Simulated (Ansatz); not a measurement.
# CH8GaNSi: up Jacob's ladder to CCSD(T)

The task here is to estimate one member of a computed series from the others.

The runs use Ansatz 0.2.0, Gaussian basis; functionals in def2-TZVPP, the program's frozen cores in correlated methods.

Levels to be run: LDA (SPW92), PBE-D4, revPBE-D4, BLYP-D4, r2SCAN-D4, B97M-V, PBE0-D4, B3LYP-D4, r2SCANh-D4, r2SCAN0-D4, HSE06-D4, BHLYP-D4, CAM-B3LYP-D4, LC-ωPBE, ωB97X-V, ωB97M-V, B2PLYP, PBE-QIDH; CCSD(T)/def2-SVP; CCSD(T)/def2-TZVPP; MP2/def2-QZVPP; extrapolation to the limit; RPA on PBE.

**Structure used throughout**

An earlier PBE0-D4 in a triple-zeta def2 set relaxation fixed the geometry.

SMILES `[CH3][GaH][NH][SiH3]`, 12 atoms, charge 0, spin multiplicity 1.

Atoms are counted from 1 here; the program's logs count them from 0.

Bond lengths: C1–Ga2 1.959 Å, C1–H5 1.094 Å, C1–H6 1.091 Å, C1–H7 1.092 Å, Ga2–N3 1.842 Å, Ga2–H8 1.565 Å, N3–Si4 1.722 Å, N3–H9 1.009 Å, Si4–H10 1.491 Å, Si4–H11 1.491 Å, Si4–H12 1.488 Å. Angles: Ga2–C1–H5 109.7°, Ga2–C1–H6 111.4°, Ga2–C1–H7 111.4°, H5–C1–H6 107.5°, H5–C1–H7 107.8°, H6–C1–H7 108.8°, C1–Ga2–N3 116.6°, C1–Ga2–H8 127.7°, N3–Ga2–H8 115.7°, Ga2–N3–Si4 128.3°, Ga2–N3–H9 116.1°, Si4–N3–H9 115.6°, N3–Si4–H10 112.1°, N3–Si4–H11 112.0°, N3–Si4–H12 109.3°, H10–Si4–H11 106.4°, H10–Si4–H12 108.4°, H11–Si4–H12 108.5°.

The first run:

in.yaml reads:

```yaml
crystal:
  periodic: [false, false, false]
  atoms:
    - {symbol: C, position_ang: [-1.356580, 1.389851, -0.534111]}
    - {symbol: Ga, position_ang: [-0.974468, 0.269447, 1.027309]}
    - {symbol: N, position_ang: [0.479156, -0.854579, 0.898619]}
    - {symbol: Si, position_ang: [1.564961, -1.047924, -0.423690]}
    - {symbol: H, position_ang: [-2.107697, 0.903113, -1.162557]}
    - {symbol: H, position_ang: [-1.755559, 2.361548, -0.238421]}
    - {symbol: H, position_ang: [-0.463123, 1.545765, -1.141484]}
    - {symbol: H, position_ang: [-1.767979, 0.201032, 2.374956]}
    - {symbol: H, position_ang: [0.663930, -1.435205, 1.703024]}
    - {symbol: H, position_ang: [2.285936, 0.216432, -0.747500]}
    - {symbol: H, position_ang: [0.858739, -1.459549, -1.670182]}
    - {symbol: H, position_ang: [2.572704, -2.089930, -0.085962]}
basis:
  gaussian: {orbitals: def2-TZVPP}
hamiltonian: {xc: lda}
output: {orbitals: {seedname: orbitals}}
```

Among the steps run: LDA; PBE-D4 (GGA); revPBE-D4 (GGA); BLYP-D4 (GGA); r2SCAN-D4 (meta-GGA); B97M-V (meta-GGA); PBE0-D4 (hybrid); B3LYP-D4 (hybrid); r2SCANh-D4 (hybrid); r2SCAN0-D4 (hybrid); HSE06-D4 (hybrid); BHLYP-D4 (hybrid); CAM-B3LYP-D4 (range-separated); LC-ωPBE (range-separated); ωB97X-V (range-separated); ωB97M-V (range-separated); B2PLYP (double hybrid); PBE-QIDH (double hybrid).

One table of the session follows, with a row left open; its other results are not shown here.

It belongs to the step «Orbital energies across the functionals». 

```
  functional  HOMO (eV)  gap (eV)
 LDA (SPW92)      -6.27      4.50
      PBE-D4          ?         ?
   revPBE-D4      -6.08      4.67
     BLYP-D4      -6.02      4.55
   r2SCAN-D4      -6.40      5.16
      B97M-V      -6.51      5.03
     PBE0-D4      -7.40      6.67
    B3LYP-D4      -7.18      6.19
  r2SCANh-D4      -6.87      5.91
  r2SCAN0-D4      -7.59      7.03
    HSE06-D4      -7.00      5.90
    BHLYP-D4      -8.60      8.61
CAM-B3LYP-D4      -8.78      8.93
     LC-ωPBE     -10.15     11.48
     ωB97X-V      -9.80     10.97
     ωB97M-V      -9.70     10.62
```

Q: Estimate the row for PBE-D4 from the others.

**Answer.** HOMO (eV): -6.13; gap (eV): 4.61. In the column «HOMO (eV)» it lies between LDA (SPW92) (-6.27) and revPBE-D4 (-6.08).
